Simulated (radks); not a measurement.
**Valence configurations of Ir⁺**

The task here is to estimate one member of a computed series from the others.

Program: radks (a radial shooting solver on a logarithmic mesh, Libxc functionals) version 1. Level of theory: scalar-relativistic Kohn-Sham, PBE, spin-unpolarised, spherical densities, point nucleus. These are calculated values, not measurements, unless marked.

**The system**

```
element       : iridium (Z = 77)
charge        : +1
electrons     : 76
configuration : [Xe] 4f14 5d7 6s1
others tried  : 4f14 5d6 6s2; 4f13 5d7 6s2; 4f14 5d6 6s1 6p1; 4f14 5d5.5 6s1.5 6p1; 4f14 5d7 6s0.5 6p0.5; 4f13 5d7 6s1 6p1; 4f14 5d8; 4f12 5d9 6s1; 4f14 5d7 6p1
```

The outer shells:

Ir⁺
```
[Xe] core
4f [↑↓][↑↓][↑↓][↑↓][↑↓][↑↓][↑↓]
5d [↑↓][↑↓][↑ ][↑ ][↑ ]
6s [↑ ]
```

The first run:

Input:

```text
Z 77
configuration [Xe] 4f14 5d7 6s1
relativity scalar-relativistic
functional pbe,pbe
spin unpolarised
nucleus point
c 137.035999084
```

Run with:

```
$ python run_ks.py task.json out
```

This one command runs every case of the session in turn.

Among the steps run: [Xe] 4f14 5d7 6s1.

One of the session's tables, all rows but one given; the rest of the session is left out.

It belongs to the step «[Xe] 4f14 5d7 6s1». Sizes of the orbitals, from the radial functions (bohr):

```
level     <r>  outermost maximum (interpolated)  90 % within  nodes
   4s  0.4233                             0.397        0.607      3
   4p  0.4505                             0.417        0.654      2
   4d  0.4784                             0.426        0.715      1
   5s  0.9780                             0.891         1.40      4
   4f  0.5352                             0.395        0.869      0
   5p   1.134                              1.00         1.65      3
   5d       ?                                 ?            ?      ?
   6s   2.704                              2.32         3.96      5
```

Estimate the missing values for 5d.

The run gave: <r>: 1.670; outermost maximum (interpolated): 1.30; 90 % within: 2.61; nodes: 2. In the column «<r>» it lies between 5p (1.134) and 6s (2.704).
